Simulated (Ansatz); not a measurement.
# H10O2Si3: the cost of one run

Method: RKS PBE/6-31G*, in Ansatz 0.2.0.

## 1. The system as given

Bond lengths: Si1–Si2 2.598 Å, Si1–H3 1.471 Å, Si1–H4 1.456 Å, Si1–O5 1.618 Å, Si1–O7 2.071 Å, O7–Si8 1.613 Å, Si2–H9 1.474 Å, Si2–H10 1.466 Å, Si2–H11 1.464 Å, O5–H12 0.954 Å, Si8–H13 1.462 Å, Si8–H14 1.463 Å, Si8–H15 1.471 Å. Angles (14 of 24 angles, heavy atoms first): Si2–Si1–O5 113.7°, Si2–Si1–O7 81.8°, O5–Si1–O7 89.8°, Si1–O7–Si8 152.0°, Si1–Si2–H9 140.8°, Si1–Si2–H10 98.9°, Si1–Si2–H11 98.8°, Si2–Si1–H3 84.7°, Si2–Si1–H4 123.1°, H3–Si1–O5 94.7°, H3–Si1–O7 166.5°, H4–Si1–O5 120.8°, H4–Si1–O7 83.5°, Si1–O5–H12 119.3°.

Structure file:

```xyz
15

Si   -0.6501    0.3522   -1.1914
Si   -0.1613   -2.1558   -0.7196
H    -1.0002   -0.1099   -2.5435
H    -1.8430    1.0348   -0.7106
O     0.6484    1.1900   -1.6695
H    -0.0273   -0.6995    0.4468
O    -0.0362    0.5370    0.7780
Si    0.4741    1.4111    2.0344
H     0.4024   -3.0328    0.3218
H     0.6551   -2.4525   -1.9005
H    -1.4968   -2.6963   -0.9782
H     1.1524    1.6799   -1.0242
H    -0.5218    2.4348    2.3478
H     0.6528    0.4621    3.1332
H     1.7516    2.0449    1.6756
```

## 2. A restrained relaxation towards end A

Springs on the bonds that form and break draw the guess towards this end; the thresholds are loose.

Input file input.yaml:

```yaml
crystal:
  periodic: [false, false, false]
  atoms:
    - { symbol: Si, position_ang: [-0.6501, 0.3522, -1.1914] }
    - { symbol: Si, position_ang: [-0.1613, -2.1558, -0.7196] }
    - { symbol: H, position_ang: [-1.0002, -0.1099, -2.5435] }
    - { symbol: H, position_ang: [-1.843, 1.0348, -0.7106] }
    - { symbol: O, position_ang: [0.6484, 1.19, -1.6695] }
    - { symbol: H, position_ang: [-0.0273, -0.6995, 0.4468] }
    - { symbol: O, position_ang: [-0.0362, 0.537, 0.778] }
    - { symbol: Si, position_ang: [0.4741, 1.4111, 2.0344] }
    - { symbol: H, position_ang: [0.4024, -3.0328, 0.3218] }
    - { symbol: H, position_ang: [0.6551, -2.4525, -1.9005] }
    - { symbol: H, position_ang: [-1.4968, -2.6963, -0.9782] }
    - { symbol: H, position_ang: [1.1524, 1.6799, -1.0242] }
    - { symbol: H, position_ang: [-0.5218, 2.4348, 2.3478] }
    - { symbol: H, position_ang: [0.6528, 0.4621, 3.1332] }
    - { symbol: H, position_ang: [1.7516, 2.0449, 1.6756] }
basis:
  gaussian: { orbitals: "6-31G*" }
hamiltonian:
  xc: pbe
relax:
  f_tol: 0.15
  max_steps: 25
  restrain:
    - { distance: [0, 6], at: 3.07, k: 30.0 }
    - { distance: [5, 1], at: 2.72, k: 30.0 }
    - { distance: [0, 1], at: 2.22, k: 30.0 }
    - { distance: [5, 6], at: 0.97, k: 30.0 }
```

Started as:

```
ansatz run input.yaml --threads 2 --pin off --max-ram 3072MiB --backend cpu --events-out ev --progress --plain --runs-dir out
```

What time and memory should one allow on 2 threads of AMD EPYC 9R14 (Zen 4), shared host?

About 23 s, with a peak of 0.18 GiB.
